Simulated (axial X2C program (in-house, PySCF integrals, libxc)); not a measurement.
# Linear SbOH⁺ at several levels

Aim: the two bond lengths and stretching wavenumbers of linear SbOH⁺, with and without spin–orbit coupling, at PBE0, HF, TPSSh, MP2.

The runs use an in-house X2C program for linear molecules on PySCF integrals; all-electron X2C, two-component (2c) or spin-free, Sb dyall-v3z, O dyall-av3z, H dyall-v3z.

All values are calculated.

2 further runs of the same task are left out: 2 set aside as unsound or not needed.

**1. The job**

File task.json:

```json
{"zs": [51, 8, 1], "q": 1, "bas": ["dyall-v3z", "dyall-av3z", "dyall-v3z"], "r0": [2.03, 0.96], "symm": 0, "scan": ["PBE0", "HF", "TPSSh"], "levels": ["PBE0", "HF", "BHandHLYP"], "nst": 2}
```

Keys: zs atomic numbers; q charge; bas basis sets; r0 starting distance in Å; symm equal bonds; scan levels of the two-bond scan (MP2 follows by itself at each HF point); levels methods; nst determinants followed.

The run is started by

```bash
python solin.py task.json out
```

Masses Sb 120.904, O 15.995, H 1.008 u.

**2. Scan at PBE0, 2c**

State: Ω = 1/2 (beyond evenly filled blocks: ω = 1/2). Energies above the lowest point, from the job's result record:

```tsv
r(Sb–O) (Å)	r(O–H) (Å)	E (meV)
1.8028	0.9389	49.77
1.8028	0.9630	35.77
1.8028	0.9871	51.75
1.8490	0.9389	14.40
1.8490	0.9630	0.00
1.8490	0.9871	15.59
1.8490	1.0111	56.30
1.8952	0.9389	53.33
1.8952	0.9630	38.47
1.8952	0.9871	53.63
1.9415	0.9630	135.35
1.9415	1.0111	189.87
```

A quadratic surface with cubic terms in each bond gives the minimum at 1.846 and 0.962 Å, force constants 5.64, 8.33 and coupling -0.06 mdyn/Å.

**3. Scan at HF, 2c**

State: Ω = 1/2 (beyond evenly filled blocks: ω = 1/2). Energies above the lowest point, from the job's result record:

```tsv
r(Sb–O) (Å)	r(O–H) (Å)	E (meV)
1.8028	0.9389	0.00
1.8028	0.9630	10.58
1.8028	0.9871	51.29
1.8490	0.9389	0.38
1.8490	0.9630	10.69
1.8490	0.9871	51.14
1.8490	1.0111	116.73
1.8952	0.9389	77.12
1.8952	0.9630	87.13
1.8952	0.9871	127.30
1.9415	0.9630	223.79
1.9415	1.0111	328.67
```

A quadratic surface with cubic terms in each bond gives the minimum at 1.825 and 0.943 Å, force constants 6.36, 9.37 and coupling -0.04 mdyn/Å.

**4. Scan at TPSSh, 2c**

State: Ω = 1/2 (beyond evenly filled blocks: ω = 1/2). Energies above the lowest point, from the job's result record:

```tsv
r(Sb–O) (Å)	r(O–H) (Å)	E (meV)
1.8028	0.9389	71.32
1.8028	0.9630	51.71
1.8028	0.9871	61.88
1.8490	0.9389	20.06
1.8490	0.9630	0.00
1.8490	0.9871	9.75
1.8490	1.0111	44.49
1.8952	0.9389	43.48
1.8952	0.9630	22.92
1.8952	0.9871	32.19
1.9415	0.9630	104.51
1.9415	1.0111	147.03
```

A quadratic surface with cubic terms in each bond gives the minimum at 1.856 and 0.967 Å, force constants 5.41, 8.03 and coupling -0.07 mdyn/Å.

**5. The levels side by side**

| level | r(Sb–O) (Å) | r(O–H) (Å) | lower stretch (cm⁻¹) | upper stretch (cm⁻¹) |
| --- | --- | --- | --- | --- |
| PBE0, 2c | 1.846 | 0.962 | 799.8 | 3868.1 |
| HF, 2c | 1.825 | 0.943 | 849.8 | 4102.7 |
| TPSSh, 2c | 1.856 | 0.967 | 783.1 | 3797.2 |
| MP2, 2c | 1.843 | 0.964 | 808.3 | 3840.1 |
| PBE0, spin-free | 1.844 | 0.962 | 802.3 | 3866.5 |
| HF, spin-free | 1.823 | 0.943 | 853.1 | 4100.8 |
| TPSSh, spin-free | 1.855 | 0.967 | 785.1 | 3795.9 |
| MP2, spin-free | 1.841 | 0.965 | 810.3 | 3836.9 |

Scans not shown above were run alike.

What this shows: Over the levels the Sb–O bond spans 1.823 to 1.856 Å and the O–H bond 0.943 to 0.967 Å. At PBE0 going from spin-free to two-component moves the bonds by +0.002 and -0.000 Å. Each state is one determinant, the lowest of a limited PBE0 search; the stretches come from a fit to few points and are good to some per cent at best. MP2 freezes inner shells (threshold -2 hartree). The molecule was held linear; bending was not examined, so a bent shape may lie lower. Note: functional without a current term on a determinant with orbital currents, of the molecule or an atom.
